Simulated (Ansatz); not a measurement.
# CH5OSb: one species, many methods

One table from this session's results is given with a row withheld; the runs are named, their logs left out.

Computed with Ansatz 0.2.0, Gaussian basis. Level: functionals in def2-TZVPP, the program's frozen cores in correlated methods.

The runs, in order: LDA (SPW92), PBE-D4, revPBE-D4, BLYP-D4, r2SCAN-D4, B97M-V, PBE0-D4, B3LYP-D4, r2SCANh-D4, r2SCAN0-D4, HSE06-D4, BHLYP-D4, CAM-B3LYP-D4, LC-ωPBE, ωB97X-V, ωB97M-V, B2PLYP, PBE-QIDH; CCSD(T)/def2-SVP; CCSD(T)/def2-TZVPP; MP2/def2-QZVPP; extrapolation to the limit; RPA on PBE.

**The relaxed structure**

The geometry comes from an earlier relaxation with PBE0-D4 in a triple-zeta def2 set; it is a stationary point, not always the lowest conformer. Sb takes the def2 core potential; no spin-orbit term is included.

SMILES `[CH3][SbH][OH]`, 8 atoms, charge 0, spin multiplicity 1.

Atoms are counted from 1 here; the program's logs count them from 0.

Bond lengths: C1–Sb2 2.142 Å, C1–H4 1.091 Å, C1–H5 1.089 Å, C1–H6 1.090 Å, Sb2–O3 1.977 Å, Sb2–H7 1.720 Å, O3–H8 0.960 Å. Angles: Sb2–C1–H4 110.0°, Sb2–C1–H5 109.7°, Sb2–C1–H6 108.1°, H4–C1–H5 109.4°, H4–C1–H6 109.8°, H5–C1–H6 109.8°, C1–Sb2–O3 93.0°, C1–Sb2–H7 92.6°, O3–Sb2–H7 94.7°, Sb2–O3–H8 110.4°.

The first run:

Contents of in.yaml:

```yaml
crystal:
  periodic: [false, false, false]
  atoms:
    - {symbol: C, position_ang: [-0.716805, 0.886101, -0.309704]}
    - {symbol: Sb, position_ang: [0.912691, 0.033580, 0.788791]}
    - {symbol: O, position_ang: [0.358003, -1.819492, 0.378431]}
    - {symbol: H, position_ang: [-0.464659, 1.899552, -0.625771]}
    - {symbol: H, position_ang: [-1.607583, 0.913152, 0.317005]}
    - {symbol: H, position_ang: [-0.899574, 0.262285, -1.184370]}
    - {symbol: H, position_ang: [1.984782, 0.160598, -0.549638]}
    - {symbol: H, position_ang: [0.525446, -2.392976, 1.129559]}
basis:
  gaussian: {orbitals: def2-TZVPP}
hamiltonian: {xc: lda}
output: {orbitals: {seedname: orbitals}}
```

On the command line:

```console
$ ansatz run in.yaml --threads 2 --pin off --events-out ev --progress --plain --max-ram 4352MiB
```

Steps of the session up to this table: LDA; PBE-D4 (GGA); revPBE-D4 (GGA); BLYP-D4 (GGA); r2SCAN-D4 (meta-GGA); B97M-V (meta-GGA); PBE0-D4 (hybrid); B3LYP-D4 (hybrid); r2SCANh-D4 (hybrid); r2SCAN0-D4 (hybrid); HSE06-D4 (hybrid); BHLYP-D4 (hybrid); CAM-B3LYP-D4 (range-separated); LC-ωPBE (range-separated); ωB97X-V (range-separated); ωB97M-V (range-separated); B2PLYP (double hybrid); PBE-QIDH (double hybrid).

One of the session's tables, all rows but one given; the rest of the session is left out.

It belongs to the step «Frontier levels by functional». 

```
  functional  HOMO (eV)  gap (eV)
 LDA (SPW92)      -6.05      4.23
      PBE-D4      -5.90      4.30
   revPBE-D4      -5.85      4.35
     BLYP-D4      -5.80      4.26
   r2SCAN-D4      -6.16      4.83
      B97M-V      -6.14      4.70
     PBE0-D4      -6.98      6.16
    B3LYP-D4      -6.82      5.74
  r2SCANh-D4      -6.56      5.50
  r2SCAN0-D4          ?         ?
    HSE06-D4      -6.59      5.40
    BHLYP-D4      -7.97      7.89
CAM-B3LYP-D4      -8.27      8.34
     LC-ωPBE      -9.50     10.73
     ωB97X-V      -9.19     10.28
     ωB97M-V      -9.10      9.94
```

Estimate the missing values for r2SCAN0-D4.

Worked estimate for «HOMO (eV)». Against the share of exact exchange, r2SCAN-D4 (0, -6.16), r2SCANh-D4 (0.1, -6.56) give a slope of -4.00 per unit share; at 0.25 the line stands at -7.16.

The run gave: HOMO (eV): -7.16; gap (eV): 6.50. In «HOMO (eV)» the line misses by 0.00.
